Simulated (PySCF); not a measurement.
**[BiF2]+: other functionals and bases at one geometry**

An exercise on one series of results from a longer session: the logs are not shown, and one member is left open.

The runs use PySCF 2.14.0; several levels, as the steps say, no spin–orbit coupling.

3 further runs of the same task are left out: 2 for a known fault of the program, 1 that didn't finish. Runs told in other sessions of the task aren't counted.

## Starting geometry

3 atoms, charge 1, spin multiplicity 1.

Bond lengths: Bi1–F2 2.001 Å, Bi1–F3 2.001 Å. Angles: F2–Bi1–F3 95.8°.

Geometry (Å):

```xyz
3
BiF2
Bi    0.0000    0.0000   -0.4836
F     1.4847    0.0000    0.8579
F    -1.4847    0.0000    0.8579
```

Formal oxidation states: Bi +3. An earlier session relaxed this geometry at BP86, Bi def2-SVP with ECP60, F def2-SVP (singlet, point group C2v).

At BP86 on the finer grid: E = -414.030820 Eh, HOMO -15.20 eV, LUMO -11.60 eV, Mulliken charge on Bi1 +1.55 e, largest force component 0.055 eV/Å. 

Levels to run: r2SCAN; BLYP; B3LYP; TPSS; BP86, TZVP; BP86, x2c-SVP. Hardware: 2 threads of Arm Neoverse V2, shared host.

The first run:

run.py (the lines that set the calculation)

```python
mol = gto.M(atom='''
Bi     0.00000     0.00000    -0.48357
F      1.48473     0.00000     0.85794
F     -1.48473     0.00000     0.85794''',
    basis={'Bi': 'def2-SVP', 'F': 'def2-SVP'},
    ecp={'Bi': 'def2-SVP'},
    charge=1, spin=0)
mf = dft.RKS(mol, xc='R2SCAN')
mf.grids.atom_grid = (75, 302)
mf = mf.density_fit()  # fitting sets: Bi def2-universal-JKFIT, F def2-universal-JKFIT
mf.conv_tol = 1e-08; mf.max_cycle = 55
mf.kernel(dm0)  # dm0: the density of the relaxed state
```

Command:

```console
> OMP_NUM_THREADS=2 python run.py
```

Among the steps run: r2SCAN; BLYP; B3LYP; TPSS; BP86, TZVP; BP86, x2c-SVP.

One table of the session follows, with a row left open; its other results are not shown here.

| level | HOMO (eV) | gap (eV) | charge on Bi1 (e) | dipole (D) | largest force component (eV/Å) |
| --- | --- | --- | --- | --- | --- |
| BP86 (relaxed here) | -15.20 | 3.60 | 1.55 | 3.91 | 0.05 |
| r2SCAN | -15.56 | 4.08 | 1.65 | 4.26 | 0.68 |
| BLYP | -14.95 | 3.54 | 1.54 | 3.87 | 0.26 |
| B3LYP | ? | ? | ? | ? | ? |
| TPSS | -15.20 | 3.80 | 1.59 | 4.02 | 0.26 |
| BP86, TZVP | -15.48 | 3.76 | 1.59 | 4.05 | 1.18 |
| BP86, x2c-SVP | -15.22 | 3.60 | 1.59 | 3.90 | 0.41 |

**Question.** Estimate the row for B3LYP.

**Answer.** HOMO (eV): -16.54; gap (eV): 5.42; charge on Bi1 (e): 1.66; dipole (D): 4.37; largest force component (eV/Å): 0.62. In the column «HOMO (eV)» it is the lowest.

The dipole of a charged species depends on the origin, so these sizes hold for this origin alone.

In one basis the HOMO–LUMO gap runs from 3.54 eV (BLYP) to 5.42 eV (B3LYP). The largest leftover force, 1.18 eV/Å with BP86, TZVP, stands at a geometry relaxed at another level. Total energies of different levels can't be compared.
